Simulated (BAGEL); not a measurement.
# UHF/def2-SVP (density fitting with qzvpp-jkfit) run of CH6AlGe (SMILES [CH3][Al][GeH3])

Aim: the vertical doublet–quartet gap of CH6AlGe at UHF/def2-SVP (density fitting with qzvpp-jkfit), from 2 runs. 

The results are computed with BAGEL 1.2.2.

2 further runs of the same task are left out: 1 that didn't finish, 1 set aside as unsound or not needed. Runs told in other sessions of the task aren't counted.

### Step 1. The system as given

The species is CH6AlGe (9 atoms), meant as a doublet with charge 0. As SMILES, `[CH3][Al][GeH3]`. The coordinates come from a PBE0-D4/def2-TZVP relaxation.

Bond lengths: C1–Al2 1.967 Å, Al2–Ge3 2.511 Å, C1–H4 1.096 Å, C1–H5 1.091 Å, C1–H6 1.096 Å, Ge3–H7 1.541 Å, Ge3–H8 1.547 Å, Ge3–H9 1.547 Å. Some angles: C1–Al2–Ge3 116.9°, Al2–C1–H4 109.5°, Al2–C1–H5 114.0°, Al2–C1–H6 109.5°, Al2–Ge3–H7 113.6°, Al2–Ge3–H8 111.7°, Al2–Ge3–H9 111.6°, H4–C1–H5 108.3°, H4–C1–H6 107.0°, H5–C1–H6 108.3°.

### Step 2. A single-point energy at UHF/def2-SVP (density fitting with qzvpp-jkfit)

Input file calc.json:

```json
{ "bagel" : [

{
  "title" : "molecule",
  "basis" : "svp",
  "df_basis" : "qzvpp-jkfit",
  "angstrom" : true,
  "geometry" : [
    { "atom" : "C", "xyz" : [   -0.875600,    1.332100,   -1.110000 ] },
    { "atom" : "Al", "xyz" : [    0.881900,    0.543800,   -0.713300 ] },
    { "atom" : "Ge", "xyz" : [    0.948800,   -1.269200,    1.023400 ] },
    { "atom" : "H", "xyz" : [   -1.565200,    0.544800,   -1.436000 ] },
    { "atom" : "H", "xyz" : [   -0.851700,    2.107200,   -1.878000 ] },
    { "atom" : "H", "xyz" : [   -1.295700,    1.766800,   -0.195400 ] },
    { "atom" : "H", "xyz" : [    2.360300,   -1.837600,    1.267600 ] },
    { "atom" : "H", "xyz" : [    0.052500,   -2.467400,    0.632600 ] },
    { "atom" : "H", "xyz" : [    0.433100,   -0.767000,    2.392200 ] }
  ]
},
{ "title" : "uhf", "nopen" : 1 },
{ "title" : "print", "file" : "orbitals.molden", "orbitals" : true }

]}
```

Command:

```sh
BAGEL_NUM_THREADS=1 BAGEL calc.json > calc.out
```

What it wrote:

```text
* using 1 threads per process

  ===============================================================
  ===============================================================

  *** Geometry ***

  { "atom" : "C", "xyz" : [     -1.654644,      2.517304,     -2.097596 ] },
  { "atom" : "Al", "xyz" : [      1.666549,      1.027633,     -1.347942 ] },
  { "atom" : "Ge", "xyz" : [      1.792972,     -2.398440,      1.933946 ] },
  { "atom" : "H", "xyz" : [     -2.957799,      1.029523,     -2.713647 ] },
  { "atom" : "H", "xyz" : [     -1.609480,      3.982031,     -3.548906 ] },
  { "atom" : "H", "xyz" : [     -2.448518,      3.338768,     -0.369252 ] },
  { "atom" : "H", "xyz" : [      4.460321,     -3.472561,      2.395417 ] },
  { "atom" : "H", "xyz" : [      0.099211,     -4.662710,      1.195441 ] },
  { "atom" : "H", "xyz" : [      0.818440,     -1.449420,      4.520603 ] },

  Number of auxiliary basis functions:      577

  Since a DF basis is specified, we compute 2- and 3-index integrals:
    o Being stored without compression. Storage requirement is 0.041 GB

  Number of basis functions:       94
  Number of electrons      :       57

    * METHOD: MOLECULE                             0.26

  *** Open-shell HF ***

  === Nuclear Repulsion ===
   207.5571304597

      * DIIS with orbital gradients will be used.

  === UHF iteration (svp) ===
      0      -2358.10241575          0.02476972           0.18
      1      -2358.21342382          0.01256006           0.18
      2      -2358.23696958          0.00579733           0.18
      3      -2358.24297684          0.00103454           0.18
      4      -2358.24410346          0.00027422           0.18
      5      -2358.24423548          0.00015225           0.18
      6      -2358.24428682          0.00005000           0.18
      7      -2358.24429910          0.00001980           0.18
      8      -2358.24430204          0.00000710           0.18
      9      -2358.24430239          0.00000232           0.17
     10      -2358.24430242          0.00000098           0.18
     11      -2358.24430242          0.00000045           0.18
     12      -2358.24430243          0.00000024           0.18
     13      -2358.24430243          0.00000011           0.18
     14      -2358.24430243          0.00000005           0.18
     15      -2358.24430243          0.00000003           0.18
     16      -2358.24430243          0.00000001           0.18
     17      -2358.24430243          0.00000001           0.18
    * SCF iteration converged.

    * S^2 (UHF) is 0.7554

    * Permanent dipole moment:
           (    0.077190,    -0.411374,     0.381694) a.u.

    * METHOD: UHF                                  3.47

    * METHOD: PRINT                                0.01

  ===============================================================
```

Run time: 3.9 s. Hardware: 1 thread of Intel Xeon 6975P-C (Granite Rapids), shared host; peak memory 0.17 GiB.

### Step 3. The quartet at the same level

Input file calc.json:

```json
{ "bagel" : [

{
  "title" : "molecule",
  "basis" : "svp",
  "df_basis" : "qzvpp-jkfit",
  "angstrom" : true,
  "geometry" : [
    { "atom" : "C", "xyz" : [      -0.875600,       1.332100,      -1.110000 ] },
    { "atom" : "Al", "xyz" : [       0.881900,       0.543800,      -0.713300 ] },
    { "atom" : "Ge", "xyz" : [       0.948800,      -1.269200,       1.023400 ] },
    { "atom" : "H", "xyz" : [      -1.565200,       0.544800,      -1.436000 ] },
    { "atom" : "H", "xyz" : [      -0.851700,       2.107200,      -1.878000 ] },
    { "atom" : "H", "xyz" : [      -1.295700,       1.766800,      -0.195400 ] },
    { "atom" : "H", "xyz" : [       2.360300,      -1.837600,       1.267600 ] },
    { "atom" : "H", "xyz" : [       0.052500,      -2.467400,       0.632600 ] },
    { "atom" : "H", "xyz" : [       0.433100,      -0.767000,       2.392200 ] }
  ]
},

{
  "title" : "uhf",
  "nopen" : 3
},

{
  "title" : "print",
  "file" : "orbitals.molden",
  "orbitals" : true
}

]}
```

Command:

```sh
BAGEL_NUM_THREADS=1 BAGEL calc.json > calc.out
```

What it wrote:

```text
* using 1 threads per process

  ===============================================================
  ===============================================================

  *** Geometry ***

  { "atom" : "C", "xyz" : [     -1.654644,      2.517304,     -2.097596 ] },
  { "atom" : "Al", "xyz" : [      1.666549,      1.027633,     -1.347942 ] },
  { "atom" : "Ge", "xyz" : [      1.792972,     -2.398440,      1.933946 ] },
  { "atom" : "H", "xyz" : [     -2.957799,      1.029523,     -2.713647 ] },
  { "atom" : "H", "xyz" : [     -1.609480,      3.982031,     -3.548906 ] },
  { "atom" : "H", "xyz" : [     -2.448518,      3.338768,     -0.369252 ] },
  { "atom" : "H", "xyz" : [      4.460321,     -3.472561,      2.395417 ] },
  { "atom" : "H", "xyz" : [      0.099211,     -4.662710,      1.195441 ] },
  { "atom" : "H", "xyz" : [      0.818440,     -1.449420,      4.520603 ] },

  Number of auxiliary basis functions:      577

  Since a DF basis is specified, we compute 2- and 3-index integrals:
    o Being stored without compression. Storage requirement is 0.041 GB

  Number of basis functions:       94
  Number of electrons      :       57

    * METHOD: MOLECULE                             0.28

  *** Open-shell HF ***

  === Nuclear Repulsion ===
   207.5571304597

      * DIIS with orbital gradients will be used.

  === UHF iteration (svp) ===
      0      -2358.00915374          0.01949132           0.17
      1      -2358.09534098          0.00952172           0.17
      2      -2358.11263143          0.00528416           0.17
      3      -2358.11766400          0.00121631           0.17
      4      -2358.11934206          0.00066032           0.17
      5      -2358.11985175          0.00052558           0.17
      6      -2358.12051361          0.00031761           0.17
      7      -2358.12088987          0.00016059           0.17
      8      -2358.12101290          0.00006082           0.17
      9      -2358.12102638          0.00002521           0.17
     10      -2358.12102901          0.00001270           0.16
     11      -2358.12103066          0.00000608           0.17
     12      -2358.12103094          0.00000301           0.17
     13      -2358.12103100          0.00000136           0.17
     14      -2358.12103101          0.00000069           0.17
     15      -2358.12103101          0.00000031           0.17
     16      -2358.12103101          0.00000010           0.17
     17      -2358.12103101          0.00000006           0.17
     18      -2358.12103101          0.00000003           0.17
     19      -2358.12103101          0.00000002           0.17
     20      -2358.12103101          0.00000001           0.17
     21      -2358.12103101          0.00000001           0.17
    * SCF iteration converged.

    * S^2 (UHF) is 3.7590

    * Permanent dipole moment:
           (    0.276746,     0.501327,    -0.542949) a.u.

    * METHOD: UHF                                  3.92

    * METHOD: PRINT                                0.01

  ===============================================================
```

Wall time 4.5 s (1 thread of Intel Xeon 6975P-C (Granite Rapids), shared host); peak memory 0.17 GiB.

### Step 4. Results

Level: UHF/def2-SVP (density fitting with qzvpp-jkfit).

| quantity | value |
| --- | --- |
| doublet: total energy | -2358.24430 Eh |
| doublet: dipole moment | 1.44 D |
| doublet: ⟨S²⟩ | 0.755 |
| quartet: total energy | -2358.12103 Eh |
| quartet: dipole moment | 2.01 D |
| quartet: ⟨S²⟩ | 3.759 |
| vertical energy of the quartet above the doublet | 3.354 eV |

In words: At this shape the quartet lies 3.35 eV (77 kcal/mol) above the doublet.
